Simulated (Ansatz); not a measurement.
# ClFH₄OSSi₂: up Jacob's ladder to CCSD(T)

How much do the methods differ for ClFH₄OSSi₂? The plan is to run it at one geometry with functionals of several rungs and with coupled cluster. The yardstick is the atomisation energy at the CCSD(T) limit.

Computed with Ansatz 0.2.0, Gaussian basis. Level: functionals in def2-TZVPP, the program's frozen cores in correlated methods.

The runs, in order: PBE-D4, r2SCAN-D4, PBE0-D4, B3LYP-D4, ωB97X-V, ωB97M-V, B2PLYP; CCSD(T)/def2-TZVPP; MP2/def2-QZVPP; extrapolation to the limit.

**1. The relaxed structure**

The geometry comes from an earlier relaxation with PBE0-D4 in a triple-zeta def2 set; it is a stationary point, not always the lowest conformer.

SMILES `O[SiH](F)S[SiH2]Cl`, 10 atoms, charge 0, spin multiplicity 1.

Atoms are counted from 1 here; the program's logs count them from 0.

Bond lengths: O1–Si2 1.622 Å, O1–H7 0.959 Å, Si2–F3 1.594 Å, Si2–S4 2.131 Å, Si2–H8 1.468 Å, S4–Si5 2.129 Å, Si5–Cl6 2.052 Å, Si5–H9 1.476 Å, Si5–H10 1.478 Å. Angles: Si2–O1–H7 119.1°, O1–Si2–F3 111.5°, O1–Si2–S4 108.8°, O1–Si2–H8 107.1°, F3–Si2–S4 107.8°, F3–Si2–H8 108.0°, S4–Si2–H8 113.7°, Si2–S4–Si5 100.2°, S4–Si5–Cl6 111.6°, S4–Si5–H9 111.9°, S4–Si5–H10 105.3°, Cl6–Si5–H9 107.5°, Cl6–Si5–H10 108.7°, H9–Si5–H10 111.9°.

**2. PBE-D4 (GGA)**

File in.yaml:

```yaml
crystal:
  periodic: [false, false, false]
  atoms:
    - {symbol: O, position_ang: [0.947248, -2.564258, 0.502460]}
    - {symbol: Si, position_ang: [0.736214, -0.958337, 0.593478]}
    - {symbol: F, position_ang: [1.697180, -0.184326, -0.415278]}
    - {symbol: S, position_ang: [-1.274029, -0.499739, 0.057036]}
    - {symbol: Si, position_ang: [-1.038509, 1.510289, -0.604168]}
    - {symbol: Cl, position_ang: [-0.199102, 2.689070, 0.850027]}
    - {symbol: H, position_ang: [0.624637, -3.033892, -0.268962]}
    - {symbol: H, position_ang: [1.090823, -0.552541, 1.958887]}
    - {symbol: H, position_ang: [-0.176144, 1.598909, -1.798352]}
    - {symbol: H, position_ang: [-2.408329, 1.994805, -0.875138]}
basis:
  gaussian: {orbitals: def2-TZVPP}
hamiltonian: {xc: pbe, dispersion: d4}
output: {forces: true, orbitals: {seedname: orbitals}}
```

Started as:

```
$ ansatz run in.yaml --threads 2 --pin off --events-out ev --progress --plain --max-ram 22528MiB --backend cuda --devices 0, --max-vram 18GiB
```

The runs that follow: r2SCAN-D4 (meta-GGA); PBE0-D4 (hybrid); B3LYP-D4 (hybrid); ωB97X-V (range-separated); ωB97M-V (range-separated); B2PLYP (double hybrid); CCSD(T) in def2-TZVPP; MP2 in def2-QZVPP.

Q: Predict the results of all the runs planned. Wanted: atomisation energy, CCSD(T)/CBS; farthest; mean size of error, hybrid; mean size of error, range-separated; gap, smallest and largest; T1 diagnostic; triples share of the correlation energy.

As calculated:

| quantity | value |
| --- | --- |
| atomisation energy, CCSD(T)/CBS | 3584.9 kJ/mol |
| functionals within 17.9 kJ/mol (0.5 %) | PBE-D4, r2SCAN-D4, ωB97X-V, ωB97M-V |
| farthest | B2PLYP (-84.8 kJ/mol) |
| mean size of error, hybrid | 57.6 kJ/mol |
| mean size of error, range-separated | 2.4 kJ/mol |
| gap, smallest and largest | 5.76 eV (PBE-D4), 12.32 eV (ωB97X-V) |
| T1 diagnostic | 0.0113 |
| triples share of the correlation energy | 3.7 % |

In words: PBE-D4 is off by -2.6 kJ/mol. Double hybrids carry the basis error of their MP2 part in triple zeta, and no dispersion term here, so their miss is partly the set-up's. Misses under about 17.9 kJ/mol are within the doubt on the reference itself, which lacks core-valence correlation, relativity and higher excitations. Hartree-Fock recovers 73 % of the binding; the rest is correlation. Orbital gaps span 5.8 to 12.3 eV; exact exchange widens them.
